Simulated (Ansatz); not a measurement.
# C2H2BFO: basis-set convergence

The task here is to estimate one member of a computed series from the others.

The runs use Ansatz 0.2.0, Gaussian basis; one geometry, several basis sets.

The runs, in order: PBE0-D4/def2-SVP; ωB97M-V/def2-SVP; PBE0-D4/def2-QZVPP; ωB97M-V/def2-QZVPP; the functionals' def2-TZVPP values are taken from earlier runs.

**Structure used throughout**

An earlier PBE0-D4 in a triple-zeta def2 set relaxation fixed the geometry.

SMILES `FB1C=CO1`, 7 atoms, charge 0, spin multiplicity 1.

Atoms are counted from 1 here; the program's logs count them from 0.

Bond lengths: F1–B2 1.303 Å, B2–C3 1.554 Å, B2–O5 1.412 Å, C3–C4 1.333 Å, C3–H6 1.075 Å, C4–O5 1.418 Å, C4–H7 1.085 Å. Angles: F1–B2–C3 141.0°, F1–B2–O5 125.2°, C3–B2–O5 93.8°, B2–C3–C4 79.9°, B2–C3–H6 147.3°, C4–C3–H6 132.8°, C3–C4–O5 104.0°, C3–C4–H7 138.2°, O5–C4–H7 117.8°, B2–O5–C4 82.2°.

As a file:

| atom | x (Å) | y (Å) | z (Å) |
| --- | --- | --- | --- |
| F1 | -0.74835 | -2.07898 | 0.67518 |
| B2 | -0.30947 | -0.94416 | 0.21015 |
| C3 | -0.01878 | 0.51410 | 0.66084 |
| C4 | 0.33715 | 0.59061 | -0.62111 |
| O5 | 0.10188 | -0.71556 | -1.12147 |
| H6 | -0.02627 | 1.23203 | 1.46046 |
| H7 | 0.72505 | 1.33396 | -1.30955 |

Set-up of the first run:

in.yaml

```yaml
crystal:
  periodic: [false, false, false]
  atoms:
    - {symbol: F, position_ang: [-0.748354, -2.078984, 0.675176]}
    - {symbol: B, position_ang: [-0.309470, -0.944162, 0.210150]}
    - {symbol: C, position_ang: [-0.018779, 0.514103, 0.660842]}
    - {symbol: C, position_ang: [0.337150, 0.590609, -0.621111]}
    - {symbol: O, position_ang: [0.101876, -0.715561, -1.121471]}
    - {symbol: H, position_ang: [-0.026267, 1.232034, 1.460465]}
    - {symbol: H, position_ang: [0.725045, 1.333963, -1.309551]}
basis:
  gaussian: {orbitals: def2-SVP}
hamiltonian: {xc: pbe0, dispersion: d4}
output: {orbitals: {seedname: orbitals}}
```

Started as:

```sh
ansatz run in.yaml --threads 2 --pin off --events-out ev --progress --plain --max-ram 4352MiB
```

Steps of the session up to this table: PBE0-D4 in def2-SVP; ωB97M-V in def2-SVP; PBE0-D4 in def2-QZVPP; ωB97M-V in def2-QZVPP.

One of the session's tables, all rows but one given; the rest of the session is left out.

It belongs to the step «Density functionals: the series». 

| functional | basis | HOMO (eV) |
| --- | --- | --- |
| PBE0-D4 | def2-SVP | -7.22 |
| PBE0-D4 | def2-TZVPP | -7.32 |
| PBE0-D4 | def2-QZVPP | -7.35 |
| ωB97M-V | def2-SVP | -9.49 |
| ωB97M-V | def2-TZVPP | -9.60 |
| ωB97M-V | def2-QZVPP | ? |

Estimate the missing values for ωB97M-V, def2-QZVPP.

**Answer.** HOMO (eV): -9.63. In the column «HOMO (eV)» it is the lowest.
